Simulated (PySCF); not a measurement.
# Ag, Ag+, Ag(2+), Ag(3+), Ag-: ionisation energies and electron affinity in aug-cc-pwCVDZ-PP with ECP28

Each state of silver is computed at each level; their differences give the ionisation energy and electron affinity. How far do the methods differ?

Program: PySCF 2.14.0. Level of theory: unrestricted determinants in a Gaussian basis, no spin-orbit coupling in the energies. These are calculated values, not measurements, unless marked.

### 1 Starting point

| Property | Result |
| --- | --- |
| Element | silver (Z = 47) |
| Basis | aug-cc-pwCVDZ-PP with ECP28MDF |
| Hamiltonian | scalar relativity through the core potential |
| State 1 | Ag: [Kr] 4d10 5s1, 2S determinant |
| State 2 | Ag+: [Kr] 4d10, closed-shell 1S |
| State 3 | Ag(2+): [Kr] 4d9, 2D determinant |
| State 4 | Ag(3+): [Kr] 4d8, high-spin 3F determinant |
| State 5 | Ag-: [Kr] 4d10 5s2, closed-shell 1S |
| Methods | CCSD(T) |
| Core shells frozen in the correlated runs | valence and next inner shell: nothing (for Ag) |

Outer shells as boxes (Hund's rule):

Ag [Kr] 4d10 5s1
```
[Kr] core
4d [↑↓][↑↓][↑↓][↑↓][↑↓]
5s [↑ ]
```

Ag+ [Kr] 4d10
```
[Kr] core
4d [↑↓][↑↓][↑↓][↑↓][↑↓]
```

Ag2+ [Kr] 4d9
```
[Kr] core
4d [↑↓][↑↓][↑↓][↑↓][↑ ]
```

Ag3+ [Kr] 4d8
```
[Kr] core
4d [↑↓][↑↓][↑↓][↑ ][↑ ]
```

The runs were made by one driver on top of PySCF. The scripts below sum up each run's settings (the driver also hands on starting orbitals that pick excited configurations, and frozen orbitals as a list rather than a count), and the logs come from the driver's own runs. The driver starts from symmetry-adapted Hartree-Fock orbitals, holds the occupation by maximum overlap and uses a logarithmic radial grid for functionals, so a plain start would take other cycles.

The integrals over 70 functions and the set-up took 0.21 s of CPU time.

### 2 Ag, at CCSD(T) (valence and next inner shell)

Level: CCSD(T) (valence and next inner shell).

File input.py:

```python
from pyscf import gto, scf, dft, mp, cc
import basis_set_exchange as bse
txt = bse.get_basis("aug-cc-pwCVDZ-PP", elements=["Ag"], fmt="nwchem", header=False)
cut = txt.index("\nECP")
mol = gto.M(atom="Ag 0 0 0", charge=0, spin=1, symmetry="D2h",
            basis=gto.basis.parse(txt[:cut]),
            ecp={"Ag": gto.basis.parse_ecp(txt[cut:])})
mf = scf.UHF(mol)
mf.irrep_nelec = {'Ag': (4, 3), 'B1g': (1, 1), 'B2g': (1, 1), 'B3g': (1, 1), 'B1u': (1, 1), 'B2u': (1, 1), 'B3u': (1, 1)}
mf.kernel()
mycc = cc.CCSD(mf, frozen=0).run()
mycc.ccsd_t()
```

### 3 Ag+: CCSD(T) (valence and next inner shell)

Level: CCSD(T) (valence and next inner shell).

File input.py:

```python
from pyscf import gto, scf, dft, mp, cc
import basis_set_exchange as bse
txt = bse.get_basis("aug-cc-pwCVDZ-PP", elements=["Ag"], fmt="nwchem", header=False)
cut = txt.index("\nECP")
mol = gto.M(atom="Ag 0 0 0", charge=1, spin=0, symmetry="D2h",
            basis=gto.basis.parse(txt[:cut]),
            ecp={"Ag": gto.basis.parse_ecp(txt[cut:])})
mf = scf.UHF(mol)
mf.irrep_nelec = {'Ag': (3, 3), 'B1g': (1, 1), 'B2g': (1, 1), 'B3g': (1, 1), 'B1u': (1, 1), 'B2u': (1, 1), 'B3u': (1, 1)}
mf.kernel()
mycc = cc.CCSD(mf, frozen=0).run()
mycc.ccsd_t()
```

### 4 Ag(2+), at CCSD(T) (valence and next inner shell)

Level: CCSD(T) (valence and next inner shell).

File input.py:

```python
from pyscf import gto, scf, dft, mp, cc
import basis_set_exchange as bse
txt = bse.get_basis("aug-cc-pwCVDZ-PP", elements=["Ag"], fmt="nwchem", header=False)
cut = txt.index("\nECP")
mol = gto.M(atom="Ag 0 0 0", charge=2, spin=1, symmetry="D2h",
            basis=gto.basis.parse(txt[:cut]),
            ecp={"Ag": gto.basis.parse_ecp(txt[cut:])})
mf = scf.UHF(mol)
mf.irrep_nelec = {'Ag': (3, 2), 'B1g': (1, 1), 'B2g': (1, 1), 'B3g': (1, 1), 'B1u': (1, 1), 'B2u': (1, 1), 'B3u': (1, 1)}
mf.kernel()
mycc = cc.CCSD(mf, frozen=0).run()
mycc.ccsd_t()
```

### 5 Ag(3+), at CCSD(T) (valence and next inner shell)

Level: CCSD(T) (valence and next inner shell).

File input.py:

```python
from pyscf import gto, scf, dft, mp, cc
import basis_set_exchange as bse
txt = bse.get_basis("aug-cc-pwCVDZ-PP", elements=["Ag"], fmt="nwchem", header=False)
cut = txt.index("\nECP")
mol = gto.M(atom="Ag 0 0 0", charge=3, spin=2, symmetry="D2h",
            basis=gto.basis.parse(txt[:cut]),
            ecp={"Ag": gto.basis.parse_ecp(txt[cut:])})
mf = scf.UHF(mol)
mf.irrep_nelec = {'Ag': (3, 1), 'B1g': (1, 1), 'B2g': (1, 1), 'B3g': (1, 1), 'B1u': (1, 1), 'B2u': (1, 1), 'B3u': (1, 1)}
mf.kernel()
mycc = cc.CCSD(mf, frozen=0).run()
mycc.ccsd_t()
```

### 6 Ag-: CCSD(T) (valence and next inner shell)

Level: CCSD(T) (valence and next inner shell).

File input.py:

```python
from pyscf import gto, scf, dft, mp, cc
import basis_set_exchange as bse
txt = bse.get_basis("aug-cc-pwCVDZ-PP", elements=["Ag"], fmt="nwchem", header=False)
cut = txt.index("\nECP")
mol = gto.M(atom="Ag 0 0 0", charge=-1, spin=0, symmetry="D2h",
            basis=gto.basis.parse(txt[:cut]),
            ecp={"Ag": gto.basis.parse_ecp(txt[cut:])})
mf = scf.UHF(mol)
mf.irrep_nelec = {'Ag': (4, 4), 'B1g': (1, 1), 'B2g': (1, 1), 'B3g': (1, 1), 'B1u': (1, 1), 'B2u': (1, 1), 'B3u': (1, 1)}
mf.kernel()
mycc = cc.CCSD(mf, frozen=0).run()
mycc.ccsd_t()
```

Q: Predict the outcome of this session.

As calculated:

| quantity | value |
| --- | --- |
| ionisation energy, Ag | UHF 6.368, CCSD(T) (valence and next inner shell) 7.489 eV; reference 7.576 |
| ionisation energy, Ag+ | UHF 19.709, CCSD(T) (valence and next inner shell) 21.291 eV; reference 21.484 |
| ionisation energy, Ag(2+) | UHF 32.868, CCSD(T) (valence and next inner shell) 34.314 eV; reference 34.8 ± 0.3 |
| electron affinity, Ag | UHF 0.101, CCSD(T) (valence and next inner shell) 1.236 eV; reference 1.302 |

Each level's miss (mean over 2 differences):

```tsv
method	mean absolute miss against the measured values (with the measured fine structure taken into account where it is known) (eV)
UHF	1.205
MP2 (valence and next inner shell)	0.124
SCS-MP2 (valence and next inner shell)	0.219
CCSD (valence and next inner shell)	0.191
CCSD(T) (valence and next inner shell)	0.077
```

**Reading.** Against experiment CCSD(T) (valence and next inner shell) comes closest (mean absolute error over 2 measured values 0.08 eV) and UHF is farthest (1.20 eV). Hartree-Fock falls short because the species with more electrons holds more correlation energy, which it lacks. The basis is finite, and no extrapolation was made.
